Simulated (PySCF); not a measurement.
# MoO2(SMe)2: geometry, NMR shifts and electronic excitations

Aim: predict the NMR shifts and electronic excitations of MoO2(SMe)2 (`C[S][Mo](=[O])(=[O])[S]C`).

The runs use PySCF 2.14.0, with density-fitted response routines of our own; the level of theory stands in each step. All values are computed, except where a source is named. Atoms are numbered from 0 throughout.

## Step 1: The starting structure

13 atoms, charge 0, multiplicity 1; geometry from: GFN2-xTB. The atoms were then displaced at random by about 0.03 Å, so the start is not that level's minimum.

Bonds of the start (Å): Mo0–O1 1.62, Mo0–O2 1.57, Mo0–S3 2.39, Mo0–S8 2.24, S3–C4 1.74, C4–H5 1.11, C4–H6 1.08, C4–H7 1.13, S8–C9 1.86, C9–H10 1.10, C9–H11 1.07, C9–H12 1.02.

## Step 2: Optimising the geometry at PBE0-D3(BJ)/def2-SVP

The job: settings as JSON, then the geometry in Å.

```
{"job": {"xc": "PBE0", "basis": "def2-SVP", "d3": "d3bj", "grid": 1, "maxiter": 40, "shake": 0.03, "kind": "geom"}, "charge": 0, "multiplicity": 1}
Mo     0.363260    -0.614500     0.895350
O      0.306290    -0.587650     2.511030
O      1.574860    -0.414100    -0.081040
S     -0.764680     1.416880     0.346680
C      0.330270     2.647290     0.894210
H      0.431580     2.599020     2.000760
H     -0.037930     3.633940     0.658090
H      1.337630     2.514590     0.406820
S     -1.112390    -2.115100     0.130220
C     -0.642530    -2.269840    -1.666640
H     -1.078720    -1.424460    -2.210280
H     -1.042930    -3.186410    -2.053520
H      0.365920    -2.251780    -1.809470
```

Launch:

```sh
> OMP_NUM_THREADS=1 python probes_run.py task.json out
```

The driver reads the jobs from task.json and runs them one after another.

What it wrote:

```text
step   0  E = -1093.97580595  max force = 0.194902
step   1  E = -1094.02736796  max force = 0.041726
step   2  E = -1094.03612506  max force = 0.014904
step   3  E = -1094.03748893  max force = 0.008212
step   4  E = -1094.03777803  max force = 0.003709
step   5  E = -1094.03791285  max force = 0.001942
step   6  E = -1094.03799283  max force = 0.000954
step   7  E = -1094.03817766  max force = 0.002482
step   8  E = -1094.03869347  max force = 0.010395
step   9  E = -1094.03913969  max force = 0.014044
step  10  E = -1094.04049417  max force = 0.008746
step  11  E = -1094.04049009  max force = 0.005148
step  12  E = -1094.04172712  max force = 0.005084
step  13  E = -1094.04163329  max force = 0.002833
step  14  E = -1094.04199303  max force = 0.001438
step  15  E = -1094.04215619  max force = 0.000627
step  16  E = -1094.04226667  max force = 0.000817
step  17  E = -1094.04244872  max force = 0.000986
step  18  E = -1094.04261352  max force = 0.000893
step  19  E = -1094.04263797  max force = 0.000517
step  20  E = -1094.04264113  max force = 0.001013
step  21  E = -1094.04264158  max force = 0.001011
step  22  E = -1094.04264481  max force = 0.000563
step  23  E = -1094.04264700  max force = 0.000449
optimisation converged
```

Wall time 16 min (1 thread of Intel Xeon at 2.50GHz, shared host); peak memory 0.62 GiB.

Relaxation path: (the energy doesn't fall at every step)

```csv
step,energy from step 0 (eV),largest force component (eV/Å)
0,0.0000,10.0223
1,-1.4031,2.1456
2,-1.6414,0.7664
3,-1.6785,0.4223
4,-1.6863,0.1907
5,-1.6900,0.0999
6,-1.6922,0.0491
7,-1.6972,0.1276
8,-1.7113,0.5345
9,-1.7234,0.7222
10,-1.7603,0.4497
11,-1.7601,0.2647
12,-1.7938,0.2614
13,-1.7913,0.1457
14,-1.8010,0.0739
15,-1.8055,0.0322
16,-1.8085,0.0420
17,-1.8134,0.0507
18,-1.8179,0.0459
19,-1.8186,0.0266
20,-1.8187,0.0521
21,-1.8187,0.0520
22,-1.8188,0.0290
23,-1.8188,0.0231
```

Distances of close pairs at the start and the end, largest changes first:

```csv
bond,before (Å),after (Å),change (Å)
Mo0–O2,1.569,1.680,+0.111
S3–C4,1.736,1.825,+0.090
C9–H12,1.019,1.099,+0.080
Mo0–S8,2.239,2.316,+0.076
Mo0–S3,2.387,2.320,-0.068
Mo0–O1,1.617,1.673,+0.056
S8–C9,1.864,1.826,-0.038
C4–H7,1.127,1.098,-0.029
```

The next job starts from the end point, and lists it.

```csv
at the end point,value
point group (found at 0.08 Å tolerance),C1
"rotational constants (GHz, main isotopes)","1.527, 1.096, 0.836"
dipole moment (D),4.67
```

## Step 3: NMR shieldings: PBE0/def2-TZVP+pcSseg-1

The job: settings as JSON, then the geometry in Å.

```
{"job": {"kind": "nmr", "xc": "PBE0", "basis": {"default": "pcSseg-1", "Mo": "def2-TZVP"}}, "charge": 0, "multiplicity": 1}
Mo     0.304357    -0.814058     1.481098
O      0.342381    -1.566896     2.974713
O      1.810900    -0.709850     0.744900
S     -0.477907     1.354075     1.743141
C      0.217635     2.160556     0.260838
H      1.312425     2.071723     0.257811
H     -0.067267     3.219803     0.314769
H     -0.193434     1.730739    -0.661650
S     -1.068701    -2.071155     0.103843
C     -0.599288    -1.440491    -1.544443
H     -1.078790    -0.471322    -1.737594
H     -0.963701    -2.168573    -2.281722
H      0.492020    -1.346671    -1.633493
```

With the program's defaults for keys left out, this is: GIAO PBE0/pcSseg-1 Mo:def2-TZVP NMR shielding, scalar relativity only through core potentials, gas phase.

What it wrote:

```text
coarse grid: 56360 points
cycle   1  E = -1094.0409765943  dE = -6.070e+00  |g| = 1.284e+00  |ddm| = 4.743e+00
cycle   2  E = -1088.9246474757  dE =  5.116e+00  |g| = 4.618e+00  |ddm| = 6.837e+00
cycle   3  E = -1094.3104135875  dE = -5.386e+00  |g| = 6.729e-01  |ddm| = 6.549e+00
cycle   4  E = -1094.2925792782  dE =  1.783e-02  |g| = 7.263e-01  |ddm| = 1.099e+00
cycle   5  E = -1094.4121585748  dE = -1.196e-01  |g| = 1.495e-01  |ddm| = 6.434e-01
cycle   6  E = -1094.4170164803  dE = -4.858e-03  |g| = 5.900e-02  |ddm| = 1.478e-01
cycle   7  E = -1094.4172301725  dE = -2.137e-04  |g| = 5.274e-02  |ddm| = 5.393e-02
cycle   8  E = -1094.4177629773  dE = -5.328e-04  |g| = 4.291e-03  |ddm| = 2.776e-02
cycle   9  E = -1094.4177664462  dE = -3.469e-06  |g| = 1.843e-03  |ddm| = 5.927e-03
final grid: 114960 points
cycle  10  E = -1094.4178298025  dE =  1.515e-06  |g| = 3.096e-03  |ddm| = 5.280e-03
cycle  11  E = -1094.4178205801  dE =  9.222e-06  |g| = 6.997e-03  |ddm| = 8.649e-03
cycle  12  E = -1094.4178318976  dE = -1.132e-05  |g| = 1.450e-03  |ddm| = 5.510e-03
cycle  13  E = -1094.4178322862  dE = -3.886e-07  |g| = 4.412e-04  |ddm| = 1.129e-03
cycle  14  E = -1094.4178323275  dE = -4.129e-08  |g| = 4.975e-05  |ddm| = 3.374e-04
cycle  15  E = -1094.4178323280  dE = -5.234e-10  |g| = 2.633e-05  |ddm| = 5.546e-05
converged SCF energy = -1094.4178323280

GIAO shielding tensors (ppm)
atom      isotropic    diamagn.    paramagn.     s11        s22        s33       span
  0 Mo         nan         nan         nan        nan        nan        nan        nan
  1 O     -811.008     402.001   -1213.009  -1370.187   -659.597   -403.240    966.947
  2 O     -753.385     402.562   -1155.947  -1341.679   -565.090   -353.385    988.294
  3 S      221.977    1057.794    -835.816   -426.540    520.383    572.089    998.629
  4 C      159.969     251.486     -91.517    142.289    159.138    178.478     36.189
  5 H       28.193      30.120      -1.927     24.215     25.975     34.390     10.175
  6 H       28.527      28.193       0.334     23.773     26.469     35.339     11.566
  7 H       28.025      32.441      -4.416     23.033     27.218     33.824     10.791
  8 S      227.359    1057.620    -830.261   -403.882    518.480    567.478    971.360
  9 C      159.884     251.900     -92.016    144.509    158.256    176.888     32.379
 10 H       28.218      31.510      -3.293     24.007     26.884     33.763      9.757
 11 H       28.407      28.007       0.399     23.573     26.426     35.220     11.647
 12 H       28.036      31.062      -3.027     24.671     25.351     34.085      9.414
```

Wall time 1.9 min (1 thread of Intel Xeon at 2.50GHz, shared host); peak memory 1.1 GiB.

Shifts follow as δ = σ(reference) − σ, with reference shieldings (ppm) from runs at the same level and on the same kind of geometry: 1H TMS 31.27, 13C TMS 184.4, 17O H2O 334.6, 33S CS2 496. The references are single molecules in the gas phase, so shifts against H2O, NH3, PH3, H3PO4 or CFCl3 are not on the usual liquid scales and can be off by tens of ppm. Atoms listed in one row are averaged.

```csv
atoms,environment,σ (ppm),δ (ppm)
"C4, C9","carbon bonded to S, 3 H",159.9,24.5
"H5, H6, H7, H10, H11, H12",hydrogen on a carbon bonded to S,28.23,3.03
"O1, O2",oxygen bonded to Mo,-782.2,1116.8
"S3, S8","sulfur bonded to C, Mo",225,271
```

Atoms past Kr carry core potentials, so their printed shieldings have no meaning and are left out of the table.

Charges from the same density, by scheme (e):

```csv
atoms,Mulliken,ESP fit
Mo0,0.98,0.86
"O1, O2",-0.44,-0.35
"S3, S8",-0.17,-0.21
"C4, C9",-0.41,-0.34
```

Mayer bond orders: Mo0–O1 1.97, Mo0–O2 1.95, Mo0–S3 1.17, Mo0–S8 1.17, S3–C4 0.97, S8–C9 0.97.

With diffuse functions Mulliken charges and Mayer bond orders lose their meaning; the other schemes are steadier.

The fields below are evaluated on a grid from the run's orbitals.

Frontier orbitals at PBE0/def2-TZVP+pcSseg-1, with the share of their density that lies nearest to each atom:

```csv
orbital,energy (eV),lies on
HOMO,-7.43,"S3, S8 about 42 % each"
LUMO,-2.95,"Mo0 53 %; S3, S8 about 14 % each; O1 9 %"
```

ELF in a plane through or near 8 of the atoms.

Ten even steps from '0' (0.00) to '9' (1.00):
```
0000000000000000000000000000
0000000000000000000000000000
0000000000012332100000000000
0000000000147887410000000000
0000000000268328620000000000
0000000110136765310110000000
0000013564214774125665200000
0000136888737556378998520000
0000025775762442662487410000
0000001477642001467751000000
0000013467620000256654200000
0000799941885002882399992000
0000999977999108998699992000
0000379723998005997126520000
0000000000120000231000000000
0000000000000000000000000000
0000000000000000000000000000
0000000000000000000000000000
0000000000000000000000000000
0000000000000000000000000000
```
The map spans 11.4 Å across and 11.9 Å up, centred on the molecule. Atoms in the plane (x, y in Å): Mo0 (0.0, 1.7), O1 (0.0, 3.4), C4 (-2.1, -0.8), H6 (-2.9, -1.3), H7 (-1.2, -1.4), C9 (2.1, -0.8), H10 (1.4, -1.5), H11 (3.1, -1.1).

On the surface of density 0.002 e/bohr³ the electrostatic potential runs, from the 1st to the 99th percentile, from -1.21 V near O1 to 1.53 V near H7.

## Step 4: Ultraviolet spectrum: CAM-B3LYP/def2-SVPD

Settings changed since step 3:

```diff
@@ -1,2 +1,2 @@
-{"job": {"kind": "nmr", "xc": "PBE0", "basis": {"default": "pcSseg-1", "Mo": "def2-TZVP"}}, "charge": 0, "multiplicity": 1}
+{"job": {"kind": "uv", "xc": "CAM-B3LYP", "basis": "def2-SVPD", "ip": true, "nstates": 10}, "charge": 0, "multiplicity": 1}
 Mo     0.304357    -0.814058     1.481098
```

With the program's defaults for keys left out, this is: TDDFT CAM-B3LYP/def2-SVPD, vertical, gas phase, core orbitals frozen in the response.

What it wrote:

```text
coarse grid: 56360 points
cycle   1  E = -1094.0748306506  dE = -7.406e+00  |g| = 1.305e+00  |ddm| = 5.447e+00
cycle   2  E = -1091.7236335501  dE =  2.351e+00  |g| = 3.719e+00  |ddm| = 3.517e+00
cycle   3  E = -1094.3937746173  dE = -2.670e+00  |g| = 4.885e-01  |ddm| = 2.831e+00
cycle   4  E = -1094.4374569531  dE = -4.368e-02  |g| = 2.647e-01  |ddm| = 1.144e+00
cycle   5  E = -1094.4544003732  dE = -1.694e-02  |g| = 8.065e-02  |ddm| = 4.388e-01
cycle   6  E = -1094.4559009605  dE = -1.501e-03  |g| = 3.102e-02  |ddm| = 1.192e-01
cycle   7  E = -1094.4560642454  dE = -1.633e-04  |g| = 1.659e-02  |ddm| = 3.839e-02
cycle   8  E = -1094.4561260150  dE = -6.177e-05  |g| = 3.376e-03  |ddm| = 2.033e-02
cycle   9  E = -1094.4561301879  dE = -4.173e-06  |g| = 9.784e-04  |ddm| = 7.747e-03
final grid: 114960 points
cycle  10  E = -1094.4561483333  dE = -3.167e-07  |g| = 1.308e-03  |ddm| = 4.558e-03
cycle  11  E = -1094.4561472814  dE =  1.052e-06  |g| = 2.793e-03  |ddm| = 3.326e-03
cycle  12  E = -1094.4561487198  dE = -1.438e-06  |g| = 5.213e-04  |ddm| = 2.316e-03
cycle  13  E = -1094.4561487845  dE = -6.467e-08  |g| = 8.209e-05  |ddm| = 6.853e-04
cycle  14  E = -1094.4561487895  dE = -5.019e-09  |g| = 1.220e-04  |ddm| = 3.690e-04
cycle  15  E = -1094.4561487935  dE = -3.922e-09  |g| = 2.969e-05  |ddm| = 1.802e-04
cycle  16  E = -1094.4561487937  dE = -2.142e-10  |g| = 6.110e-06  |ddm| = 3.972e-05
converged SCF energy = -1094.4561487937

Static polarisability (au): isotropic 115.641, principal 92.881 115.739 138.303

Singlet excitations
state   eV       nm        f      main configurations
  1   3.6425    340.4   0.10162   H->L 0.88
  2   3.8220    324.4   0.00569   H->L+1 0.95
  3   4.2910    288.9   0.00366   H-1->L 0.66, H->L+2 0.17, H-2->L 0.08
  4   4.3410    285.6   0.01112   H-2->L 0.75, H->L+2 0.08
  5   4.4603    278.0   0.00746   H->L+2 0.55, H-1->L+1 0.17, H-1->L 0.12
  6   4.5145    274.6   0.00501   H-1->L+1 0.65, H->L+2 0.14
  7   4.7267    262.3   0.00512   H-4->L+1 0.85, H-4->L 0.08
  8   4.7996    258.3   0.00246   H-4->L 0.70, H-2->L+1 0.15, H-4->L+1 0.10
  9   4.9064    252.7   0.01215   H-3->L 0.86, H-2->L+2 0.08
 10   5.1226    242.0   0.00141   H->L+3 0.54, H-1->L+2 0.32

Triplet excitations (Tamm-Dancoff, eV): 2.7631 3.5636 3.6292 4.0227
Vertical ionisation energy (delta-SCF) = 9.2184 eV
Vertical electron affinity (delta-SCF) = 1.6230 eV
```

It took 9.4 min on 1 thread of Intel Xeon at 2.50GHz, shared host; peak memory 1.4 GiB.

The orbitals next to the gap, with their largest atomic shares:

```csv
orbital,eV,atoms
HOMO−3,-10.44,"S3 32 %, S8 31 %, Mo0 11 %"
HOMO−2,-10.05,"S8 28 %, S3 26 %, O1 14 %"
HOMO−1,-9.66,"S3 30 %, S8 28 %, Mo0 14 %"
HOMO,-8.61,"S8 39 %, S3 39 %, C4 6 %"
LUMO,-2.01,"Mo0 54 %, S3 14 %, S8 13 %"
LUMO+1,-1.44,"Mo0 53 %, O1 19 %, O2 17 %"
LUMO+2,-0.80,"Mo0 50 %, S8 14 %, S3 12 %"
```

With each of the 10 states as a Gaussian band of 0.4 eV half-width at 1/e, the curve within the window shown has maxima at 339 nm (ε 4,300) L/(mol cm). Beyond the last state computed it falls off for lack of states. The curve at chosen wavelengths:

nm, ε (L/mol/cm) and a bar:
```
      229        147 
      236        350 #
      243        632 ###
      250        924 ######
      257       1163 #######
      265       1344 #########
      272       1424 #########
      279       1446 #########
      286       1455 #########
      293       1534 ##########
      300       1771 ############
      307       2208 ###############
      314       2804 ###################
      322       3528 ########################
      329       4039 ############################
      336       4315 ##############################
      343       4309 ##############################
      350       4041 ############################
      357       3580 #########################
      364       3014 #####################
      371       2425 ################
      379       1800 ############
      386       1336 #########
      393        962 ######
      400        674 ####
      407        461 ##
```

Leading natural transition orbitals of singlet state 1: the hole lies on S3, S8 about 39 % each; the particle on Mo0 55 %; S3, S8 about 12 % each; O1 9 %.

Ground-state properties from the same run:

```csv
property,computed
dipole moment (D),4.56
polarisability (Å³),17.14
HOMO–LUMO gap (eV),6.59
−ε(HOMO) (eV),8.61
```

## Step 5: Shielding tensors: KT2/def2-TZVP+pcSseg-1

Settings changed since step 4:

```diff
@@ -1,2 +1,2 @@
-{"job": {"kind": "uv", "xc": "CAM-B3LYP", "basis": "def2-SVPD", "ip": true, "nstates": 10}, "charge": 0, "multiplicity": 1}
+{"job": {"kind": "nmr", "xc": "KT2", "basis": {"default": "pcSseg-1", "Mo": "def2-TZVP"}, "pop": false}, "charge": 0, "multiplicity": 1}
 Mo     0.304357    -0.814058     1.481098
```

With the program's defaults for keys left out, this is: GIAO KT2/pcSseg-1 Mo:def2-TZVP NMR shielding, scalar relativity only through core potentials, gas phase.

What it wrote:

```text
coarse grid: 56360 points
cycle   1  E = -1104.4583372207  dE = -5.638e+00  |g| = 1.618e+00  |ddm| = 4.771e+00
cycle   2  E = -1088.6048303452  dE =  1.585e+01  |g| = 6.235e+00  |ddm| = 1.525e+01
cycle   3  E = -1104.9257519895  dE = -1.632e+01  |g| = 8.694e-01  |ddm| = 1.500e+01
cycle   4  E = -1104.6394877518  dE =  2.863e-01  |g| = 1.571e+00  |ddm| = 1.381e+00
cycle   5  E = -1105.0671902053  dE = -4.277e-01  |g| = 4.144e-01  |ddm| = 8.659e-01
cycle   6  E = -1105.1010660761  dE = -3.388e-02  |g| = 2.014e-01  |ddm| = 3.588e-01
cycle   7  E = -1105.1015537385  dE = -4.877e-04  |g| = 2.103e-01  |ddm| = 1.849e-01
cycle   8  E = -1105.1097270692  dE = -8.173e-03  |g| = 3.239e-02  |ddm| = 1.117e-01
cycle   9  E = -1105.1099632507  dE = -2.362e-04  |g| = 9.375e-03  |ddm| = 4.393e-02
cycle  10  E = -1105.1099856624  dE = -2.241e-05  |g| = 2.435e-03  |ddm| = 1.145e-02
cycle  11  E = -1105.1099867299  dE = -1.068e-06  |g| = 9.773e-04  |ddm| = 2.588e-03
final grid: 114960 points
cycle  12  E = -1105.1100317981  dE =  3.300e-06  |g| = 3.771e-03  |ddm| = 5.001e-03
cycle  13  E = -1105.1099682701  dE =  6.353e-05  |g| = 1.710e-02  |ddm| = 1.582e-02
cycle  14  E = -1105.1100333400  dE = -6.507e-05  |g| = 2.776e-03  |ddm| = 1.115e-02
cycle  15  E = -1105.1100356310  dE = -2.291e-06  |g| = 1.086e-04  |ddm| = 3.003e-03
cycle  16  E = -1105.1100356328  dE = -1.876e-09  |g| = 6.173e-05  |ddm| = 1.523e-04
cycle  17  E = -1105.1100356339  dE = -1.080e-09  |g| = 2.169e-05  |ddm| = 7.475e-05
cycle  18  E = -1105.1100356339  dE = -3.729e-11  |g| = 1.908e-05  |ddm| = 2.035e-05
converged SCF energy = -1105.1100356339

GIAO shielding tensors (ppm)
atom      isotropic    diamagn.    paramagn.     s11        s22        s33       span
  0 Mo         nan         nan         nan        nan        nan        nan        nan
  1 O     -696.279     403.213   -1099.492  -1146.690   -561.366   -380.781    765.909
  2 O     -644.673     403.573   -1048.246  -1120.340   -482.436   -331.244    789.096
  3 S      247.053    1059.790    -812.737   -300.804    496.080    545.883    846.687
  4 C      157.140     252.024     -94.883    138.225    155.686    177.509     39.284
  5 H       28.101      30.401      -2.299     24.382     25.980     33.943      9.561
  6 H       28.403      28.147       0.256     23.753     26.508     34.949     11.196
  7 H       27.874      32.995      -5.121     22.955     27.298     33.368     10.414
  8 S      252.368    1059.634    -807.266   -278.560    495.155    540.508    819.068
  9 C      156.862     252.510     -95.648    140.121    154.863    175.602     35.482
 10 H       28.056      31.953      -3.897     23.940     26.856     33.372      9.433
 11 H       28.288      27.932       0.356     23.570     26.457     34.838     11.267
 12 H       27.954      31.504      -3.550     24.855     25.387     33.621      8.766
```

Run time: 2.1 min. Hardware: 1 thread of Intel Xeon at 2.50GHz, shared host; peak memory 1.1 GiB.

In short: δ C4 26.2, O1 1001.1, S3 269, H5 3.07 ppm (means over like atoms).

## Step 6: Comparing the runs: NMR shifts

Shifts (ppm), means over like atoms, with basis size and wall time:

```csv
run,C4,H5,O1,S3,functions,time
PBE0/def2-TZVP+pcSseg-1,24.5,3.03,1116.8,271,186,1.9 min
KT2/def2-TZVP+pcSseg-1,26.2,3.07,1001.1,269,186,2.1 min
```

## Step 7: Outcome

| quantity | value |
| --- | --- |
| point group | C1 |
| rotational constants (main isotopes) | 1.53, 1.10, 0.84 GHz |
| 13C shifts against TMS (PBE0/def2-TZVP+pcSseg-1, means over atoms taken as alike) | 24.5 ppm |
| 1H shifts against TMS (PBE0/def2-TZVP+pcSseg-1, means over atoms taken as alike) | 3.03 ppm |
| 17O shifts against H2O (PBE0/def2-TZVP+pcSseg-1, means over atoms taken as alike) | 1116.8 ppm |
| 33S shifts against CS2 (PBE0/def2-TZVP+pcSseg-1, means over atoms taken as alike) | 271 ppm |
| surface potential, 1st and 99th percentile | -1.21 V and 1.53 V |
| lowest singlet (CAM-B3LYP/def2-SVPD) | 3.64 eV (340 nm), f = 0.102 |
| lowest triplet | 2.76 eV |
| vertical electron affinity (ΔSCF) | 1.62 eV |
| range of the shift of O1 | 1001.1 to 1116.8 ppm |

**Reading.** The start was shaken at random, so part of the energy gained undoes that. Relaxing lowered the energy by 1.819 eV in 23 steps; the close pair that moved most is Mo0–O2, from 1.569 to 1.680 Å. No frequency check was run at this level, so the end point may be a saddle. By nearest atom (PBE0/def2-TZVP+pcSseg-1), the HOMO sits on S3, S8 about 42 % each and the LUMO on Mo0 53 %; S3, S8 about 14 % each. The lowest singlet, at 3.64 eV, is HOMO→LUMO 0.88 and is bright. The lowest triplet lies 0.88 eV below the lowest singlet (triplets in Tamm-Dancoff, singlets in full TDDFT). In ppm, O1 (with its like atoms) moves most: its shift spreads over 115.6 ppm, from 1001.1 (KT2/def2-TZVP+pcSseg-1) to 1116.8 (PBE0/def2-TZVP+pcSseg-1). Spin-orbit coupling is left out, which matters for shieldings and couplings at and beside the heavy atoms.
